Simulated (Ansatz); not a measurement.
# C2H9BN2: the cost of one run

Method: RKS PBE0-D4/def2-SVP, in Ansatz 0.2.0.

1 further run of the same task is left out (it didn't finish).

## Step 1: Starting point

Bond lengths: C1–N2 1.398 Å, N2–B3 1.502 Å, B3–C4 1.691 Å, C4–N5 1.438 Å, C1–H6 1.164 Å, C1–H7 1.126 Å, C1–H8 1.081 Å, N2–H9 1.019 Å, B3–H10 1.203 Å, C4–H11 1.070 Å, C4–H12 1.081 Å, N5–H13 1.099 Å, N5–H14 1.030 Å. Angles (14 of 21 angles, heavy atoms first): C1–N2–B3 108.6°, N2–B3–C4 120.2°, B3–C4–N5 106.4°, C1–N2–H9 107.6°, B3–N2–H9 105.2°, N2–C1–H6 112.9°, N2–C1–H7 110.4°, N2–C1–H8 114.9°, N2–B3–H10 122.9°, C4–B3–H10 116.8°, B3–C4–H11 106.0°, B3–C4–H12 107.0°, N5–C4–H11 111.8°, N5–C4–H12 110.7°.

Coordinates:

```xyz
14

C    -1.9246   -0.1623   -0.7998
N    -0.6934   -0.8019   -0.9736
B     0.0859   -0.6946    0.3065
C     1.6107    0.0355    0.3156
N     1.5185    1.1571    1.2113
H    -1.8180    0.9806   -0.6063
H    -2.5246   -0.1998   -1.7518
H    -2.5354   -0.5599   -0.0008
H    -0.8776   -1.7972   -1.0923
H    -0.3062   -1.1468    1.3500
H     2.2918   -0.7067    0.6760
H     1.8082    0.3687   -0.6938
H     0.8868    1.9470    0.7813
H     2.4651    1.5510    1.3065
```

## Step 2: Relaxing end A

Input file input.yaml:

```yaml
crystal:
  periodic: [false, false, false]
  atoms:
    - { symbol: C, position_ang: [-1.9246, -0.1623, -0.7998] }
    - { symbol: "N", position_ang: [-0.6934, -0.8019, -0.9736] }
    - { symbol: B, position_ang: [0.0859, -0.6946, 0.3065] }
    - { symbol: C, position_ang: [1.6107, 0.0355, 0.3156] }
    - { symbol: "N", position_ang: [1.5185, 1.1571, 1.2113] }
    - { symbol: H, position_ang: [-1.818, 0.9806, -0.6063] }
    - { symbol: H, position_ang: [-2.5246, -0.1998, -1.7518] }
    - { symbol: H, position_ang: [-2.5354, -0.5599, -0.0008] }
    - { symbol: H, position_ang: [-0.8776, -1.7972, -1.0923] }
    - { symbol: H, position_ang: [-0.3062, -1.1468, 1.35] }
    - { symbol: H, position_ang: [2.2918, -0.7067, 0.676] }
    - { symbol: H, position_ang: [1.8082, 0.3687, -0.6938] }
    - { symbol: H, position_ang: [0.8868, 1.947, 0.7813] }
    - { symbol: H, position_ang: [2.4651, 1.551, 1.3065] }
basis:
  gaussian: { orbitals: def2-SVP }
hamiltonian:
  xc: pbe0
  dispersion: d4
relax:
  f_tol: 0.02
  max_steps: 50
```

Launch:

```bash
> ansatz run input.yaml --threads 2 --pin off --max-ram 3072MiB --backend cpu --events-out ev --progress --plain --runs-dir out
```

Q: Estimate wall time and peak memory on 2 threads of Intel Xeon 6975P-C (Granite Rapids), shared host.

About 83 s, with a peak of 0.28 GiB.
